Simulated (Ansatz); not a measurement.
# WF2: the cost of one run

Computed with Ansatz 0.2.0 (DFT r2SCAN+U, scalar-relativistic, plane waves, PAW, unless a step's input says otherwise).

3 further runs of the same task are left out: 3 that didn't finish. Runs told in other sessions of the task aren't counted.

## 1. The system as given

Symmetry: P4_2/mnm, No. 136, tetragonal system. Conventional cell: a = 4.809 Å, b = 4.809 Å, c = 4.135 Å, α = 90.00°, β = 90.00°, γ = 90.00°. W (site symmetry mmm) is surrounded by 6 F at 2.14 to 2.42 Å. F (site symmetry m2m) has 3 W at 2.14 to 2.42 Å in its first shell of neighbours.

Structure file:

```
CELL_PARAMETERS angstrom
4.80887 0.00000 0.00000
0.00000 4.80887 0.00000
0.00000 0.00000 4.13455
ATOMIC_POSITIONS crystal
W 0.00000 0.00000 0.00000
W 0.50000 0.50000 0.50000
F 0.31401 0.31401 0.00000
F 0.68599 0.68599 0.00000
F 0.81401 0.18599 0.50000
F 0.18599 0.81401 0.50000
```

## 2. Ferromagnetic

Input file input.yaml:

```yaml
crystal:
  lattice:
    - [4.8088704084, 0.0, 0.0]
    - [0.0, 4.8088704084, 0.0]
    - [0.0, 0.0, 4.1345516846]
  atoms:
    - { symbol: W, position: [0.0, 0.0, 0.0], spin: 1.0 }
    - { symbol: W, position: [0.5, 0.5, 0.5], spin: 1.0 }
    - { symbol: F, position: [0.3140090322, 0.3140090322, 0.0] }
    - { symbol: F, position: [0.6859909678, 0.6859909678, 0.0] }
    - { symbol: F, position: [0.8140090322, 0.1859909678, 0.5] }
    - { symbol: F, position: [0.1859909678, 0.8140090322, 0.5] }
basis:
  ecutwfc: 500
kpoints:
  mp_grid: { grid: [8, 8, 8] }
hamiltonian:
  xc: r2scan
  hubbard: { sites: [{ species: W, l: d, u_eff: 6.2 }] }
scf:
  occupations: { method: gaussian, width: 0.01 }
output:
  forces: true
  stress: true
  eigenvalues: true
  populations: true
magnetization:
  spin_polarized: true
```

Run with:

```console
> ansatz run input.yaml --threads 1 --pin off --max-ram 2560MiB --backend cpu --events-out ev --progress --plain --runs-dir out
```

What time and memory should one allow on 1 thread of Intel Xeon at 2.50GHz (Skylake/Cascade Lake), shared host?

About 4.2 min, with a peak of 1.1 GiB.
